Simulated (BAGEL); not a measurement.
# AlH2SF3 (SMILES [F][Al-]([F])([F])[SH2+]) at PBE0/def2-SVP (density fitting with qzvpp-jkfit)

Aim: the energy change on altering one bond length of AlH2SF3 at PBE0/def2-SVP (density fitting with qzvpp-jkfit), from 2 runs. 

The calculation is run with BAGEL 1.2.2.

**1. The structure to begin with**

The species is AlH2SF3 (7 atoms), meant as a singlet with charge 0. SMILES: `[F][Al-]([F])([F])[SH2+]`. Geometry: relaxed at PBE0-D4/def2-TZVP.

Bond lengths: F1–Al2 1.651 Å, Al2–F3 1.648 Å, Al2–F4 1.648 Å, Al2–S5 2.458 Å, S5–H6 1.346 Å, S5–H7 1.346 Å. Angles: F1–Al2–F3 117.2°, F1–Al2–F4 117.2°, F1–Al2–S5 99.1°, F3–Al2–F4 118.9°, F3–Al2–S5 98.5°, F4–Al2–S5 98.5°, Al2–S5–H6 94.7°, Al2–S5–H7 94.6°, H6–S5–H7 92.8°.

**2. The energy at PBE0/def2-SVP (density fitting with qzvpp-jkfit)**

Input file input.json:

```json
{ "bagel" : [

{
  "title" : "molecule",
  "basis" : "svp",
  "df_basis" : "qzvpp-jkfit",
  "angstrom" : "true",
  "geometry" : [
    { "atom" : "F", "xyz" : [      -0.582800,      -0.881200,       1.509400 ] },
    { "atom" : "Al", "xyz" : [       0.280700,      -0.968400,       0.104600 ] },
    { "atom" : "F", "xyz" : [      -0.412500,      -1.770100,      -1.157900 ] },
    { "atom" : "F", "xyz" : [       1.924100,      -0.949000,       0.228600 ] },
    { "atom" : "S", "xyz" : [      -0.052000,       1.330700,      -0.699800 ] },
    { "atom" : "H", "xyz" : [       0.220900,       1.903000,       0.487200 ] },
    { "atom" : "H", "xyz" : [      -1.378300,       1.335100,      -0.472000 ] }
  ]
},

{ "title" : "ks", "xc_func" : "pbe0" },

{ "title" : "print", "file" : "orbitals.molden", "orbitals" : "true" }

]}
```

The run is started by

```sh
BAGEL_NUM_THREADS=1 BAGEL input.json > input.out
```

The program printed:

```text
* using 1 threads per process

  ===============================================================
  ===============================================================

  *** Geometry ***

  { "atom" : "F", "xyz" : [     -1.101332,     -1.665227,      2.852353 ] },
  { "atom" : "Al", "xyz" : [      0.530446,     -1.830011,      0.197665 ] },
  { "atom" : "F", "xyz" : [     -0.779512,     -3.345004,     -2.188114 ] },
  { "atom" : "F", "xyz" : [      3.636022,     -1.793350,      0.431991 ] },
  { "atom" : "S", "xyz" : [     -0.098266,      2.514659,     -1.322430 ] },
  { "atom" : "H", "xyz" : [      0.417441,      3.596149,      0.920675 ] },
  { "atom" : "H", "xyz" : [     -2.604610,      2.522973,     -0.891951 ] },

  Number of auxiliary basis functions:      523

  Since a DF basis is specified, we compute 2- and 3-index integrals:
    o Being stored without compression. Storage requirement is 0.032 GB

  Number of basis functions:       88
  Number of electrons      :       58

    * METHOD: MOLECULE                             0.21

  *** Kohn-Sham DFT ***

    * Removing 12744 points whose weight is below 1.00e-10
    * Grid points: 91598

  === Nuclear Repulsion ===
   301.1583179017

       - DIIS with orbital gradients will be used.

  === KS iteration (pbe0 / svp) ===
      0       -914.65151117          0.12625246           0.33
      1       -889.31124539          0.13878253           0.32
      2       -905.92521429          0.11733907           0.32
      3       -938.98728989          0.04714359           0.31
      4       -940.19192863          0.02088981           0.31
      5       -940.56337203          0.00857777           0.31
      6       -940.57740833          0.00659017           0.31
      7       -940.60951041          0.00228180           0.31
      8       -940.61363776          0.00073040           0.31
      9       -940.61387970          0.00028772           0.32
     10       -940.61392221          0.00007310           0.31
     11       -940.61392511          0.00001560           0.31
     12       -940.61392523          0.00000375           0.32
     13       -940.61392524          0.00000071           0.31
     14       -940.61392524          0.00000014           0.31
     15       -940.61392524          0.00000004           0.32
     16       -940.61392524          0.00000003           0.32
     17       -940.61392524          0.00000001           0.31
    * SCF iteration converged.

    * Permanent dipole moment:
           (    0.573903,    -1.858913,     0.142255) a.u.

    * METHOD: KS                                   6.04

    * METHOD: PRINT                                0.01

  ===============================================================
```

It took 6.6 s on 1 thread of Arm Neoverse V2, shared host; peak memory 0.42 GiB.

**3. The distorted shape**

Input file calc.json:

```json
{ "bagel": [

{
  "title": "molecule",
  "basis": "svp",
  "df_basis": "qzvpp-jkfit",
  "angstrom": true,
  "geometry": [
    { "atom": "F", "xyz": [      -1.014546,      -0.837600,       2.211793 ] },
    { "atom": "Al", "xyz": [       0.280700,      -0.968400,       0.104600 ] },
    { "atom": "F", "xyz": [      -0.412500,      -1.770100,      -1.157900 ] },
    { "atom": "F", "xyz": [       1.924100,      -0.949000,       0.228600 ] },
    { "atom": "S", "xyz": [      -0.052000,       1.330700,      -0.699800 ] },
    { "atom": "H", "xyz": [       0.220900,       1.903000,       0.487200 ] },
    { "atom": "H", "xyz": [      -1.378300,       1.335100,      -0.472000 ] }
  ]
},

{ "title": "ks", "xc_func": "pbe0" },

{ "title": "print", "file": "orbitals.molden", "orbitals": true }

]}
```

The run is started by

```sh
BAGEL_NUM_THREADS=1 BAGEL calc.json > calc.out
```

The program printed:

```text
* using 1 threads per process

  ===============================================================
  ===============================================================

  *** Geometry ***

  { "atom" : "F", "xyz" : [     -1.917214,     -1.582835,      4.179683 ] },
  { "atom" : "Al", "xyz" : [      0.530446,     -1.830011,      0.197665 ] },
  { "atom" : "F", "xyz" : [     -0.779512,     -3.345004,     -2.188114 ] },
  { "atom" : "F", "xyz" : [      3.636022,     -1.793350,      0.431991 ] },
  { "atom" : "S", "xyz" : [     -0.098266,      2.514659,     -1.322430 ] },
  { "atom" : "H", "xyz" : [      0.417441,      3.596149,      0.920675 ] },
  { "atom" : "H", "xyz" : [     -2.604610,      2.522973,     -0.891951 ] },

  Number of auxiliary basis functions:      523

  Since a DF basis is specified, we compute 2- and 3-index integrals:
    o Being stored without compression. Storage requirement is 0.032 GB

  Number of basis functions:       88
  Number of electrons      :       58

    * METHOD: MOLECULE                             0.21

  *** Kohn-Sham DFT ***

    * Removing 11934 points whose weight is below 1.00e-10
    * Grid points: 92408

  === Nuclear Repulsion ===
   278.2936159399

       - DIIS with orbital gradients will be used.

  === KS iteration (pbe0 / svp) ===
      0       -902.23497963          0.11119362           0.32
      1       -757.29990365          0.27790351           0.30
      2       -877.34599547          0.14694603           0.30
      3       -859.89910346          0.11998798           0.30
      4       -914.93238706          0.09794398           0.30
      5       -939.35630402          0.04063850           0.30
      6       -935.42612853          0.07849348           0.31
      7       -939.00130814          0.03658213           0.31
      8       -940.36698201          0.01353771           0.31
      9       -940.47683240          0.00515585           0.31
     10       -940.49476101          0.00110269           0.31
     11       -940.49541754          0.00037082           0.32
     12       -940.49549884          0.00007875           0.31
     13       -940.49550322          0.00002098           0.31
     14       -940.49550355          0.00001392           0.31
     15       -940.49550371          0.00000244           0.31
     16       -940.49550371          0.00000155           0.31
     17       -940.49550372          0.00000070           0.31
     18       -940.49550372          0.00000057           0.31
     19       -940.49550372          0.00000011           0.31
     20       -940.49550372          0.00000008           0.31
     21       -940.49550372          0.00000003           0.31
     22       -940.49550372          0.00000001           0.31
    * SCF iteration converged.

    * Permanent dipole moment:
           (   -0.028108,    -1.984159,     1.232279) a.u.

    * METHOD: KS                                   7.48

    * METHOD: PRINT                                0.01

  ===============================================================
```

Run time: 8.1 s. Hardware: 1 thread of Arm Neoverse V2, shared host; peak memory 0.42 GiB.

**4. What came out**

At PBE0/def2-SVP (density fitting with qzvpp-jkfit):

| quantity | value |
| --- | --- |
| first shape: total energy | -940.61393 Eh |
| first shape: dipole moment | 4.96 D |
| first shape: HOMO energy | -9.93 eV |
| first shape: LUMO energy | -0.66 eV |
| first shape: HOMO–LUMO gap | 9.27 eV |
| distorted shape: total energy | -940.49550 Eh |
| distorted shape: dipole moment | 5.94 D |
| distorted shape: HOMO energy | -7.58 eV |
| distorted shape: LUMO energy | -1.59 eV |
| distorted shape: HOMO–LUMO gap | 6.00 eV |
| energy change with the F1–Al2 bond stretched from 1.651 to 2.477 Å | 3.222 eV |

**Reading.** With the F1–Al2 bond stretched from 1.651 to 2.477 Å the energy rises by 3.22 eV (74 kcal/mol). The first shape isn't relaxed at this level, so the change isn't measured from a minimum.
